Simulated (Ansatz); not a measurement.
# Sb4O: the cost of one run

Method: DFT PBE, scalar-relativistic, plane waves, PAW, in Ansatz 0.2.0.

1 further run of the same task is left out (set aside as unsound or not needed). Runs told in other sessions of the task aren't counted.

### Step 1. The structure to begin with

The structure is tetragonal, space group I4/mmm (No. 139). The conventional cell has a = 6.225 Å, b = 6.225 Å, c = 7.073 Å, α = 90.00°, β = 90.00°, γ = 90.00°. Around Sb (site symmetry -4m2) lie 6 Sb at 3.12 to 3.54 Å and 4 O at 3.58 Å. Around Sb (site symmetry 4mm) lie 1 O at 1.95 Å. O (site symmetry 4/mmm) is surrounded by 2 Sb at 1.95 Å.

As a file:

```cif
data_structure
_symmetry_space_group_name_H-M 'P 1'
_symmetry_Int_Tables_number 1
_cell_length_a 5.6463
_cell_length_b 5.6463
_cell_length_c 5.6463
_cell_angle_alpha 113.097
_cell_angle_beta 113.097
_cell_angle_gamma 102.440
_cell_volume 137.03
loop_
_atom_site_label
_atom_site_type_symbol
_atom_site_fract_x
_atom_site_fract_y
_atom_site_fract_z
_atom_site_occupancy
Sb1 Sb 0.75000 0.25000 0.50000 1
Sb2 Sb 0.25000 0.75000 0.50000 1
Sb3 Sb 0.27566 0.27566 0.00000 1
Sb4 Sb 0.72434 0.72434 0.00000 1
O1 O 0.00000 0.00000 0.00000 1
```

The cell was relaxed beforehand at this level, from a generated guess; it is a trial structure. At a tolerance of 0.05 Å it has space group I4/mmm (No. 139); it has 27.41 Å³/atom, an uncorrected energy of -0.11 eV/atom over the elements.

### Step 2. Electronic structure at the relaxed geometry

input.yaml reads:

```yaml
crystal:
  lattice:
    - [-3.1123910561, 3.1123910561, 3.5364661985]
    - [3.1123910561, -3.1123910561, 3.5364661985]
    - [3.1123910561, 3.1123910561, -3.5364661985]
  atoms:
    - { symbol: Sb, position: [0.75, 0.25, 0.5] }
    - { symbol: Sb, position: [0.25, 0.75, 0.5] }
    - { symbol: Sb, position: [0.2756575184, 0.2756575184, 0.0] }
    - { symbol: Sb, position: [0.7243424816, 0.7243424816, 0.0] }
    - { symbol: O, position: [0.0, 0.0, 0.0] }
basis:
  ecutwfc: 420
kpoints:
  mp_grid: { grid: [8, 8, 8] }
  band_path:
    path:
      - [[0.0, 0.0, 0.0], [0.0, 0.0, 0.5], [0.25, 0.25, 0.25], [0.0, 0.5, 0.0], [0.0, 0.0, 0.0], [0.5, 0.5, -0.5], [0.44363743, 0.55636257, -0.44363743]]
      - [[-0.44363743, 0.44363743, 0.44363743], [0.0, 0.0, 0.0]]
      - [[0.0, 0.0, 0.5], [-0.38727485, 0.38727485, 0.5]]
      - [[0.5, 0.5, -0.38727485], [0.5, 0.5, -0.5]]
    npoints: 14
hamiltonian:
  xc: pbe
scf:
  occupations: { method: gaussian, width: 0.1 }
  n_extra_bands: 12
output:
  forces: true
  stress: true
  eigenvalues: true
  populations: true
  dos: { projected: true, de: 0.02, nscf_kmesh: { grid: [10, 10, 10] } }
  bader: true
  write_density: true
  write_potential: true
  elf: true
  volumetric_format: npy
```

Launch:

```sh
$ ansatz run input.yaml --threads 1 --pin off --max-ram 2560MiB --backend cpu --events-out ev --progress --plain --runs-dir out
```

Q: Estimate wall time and peak memory on 1 thread of Intel Xeon at 2.80GHz (Skylake/Cascade Lake), shared host.

About 82 s, with a peak of 0.77 GiB.
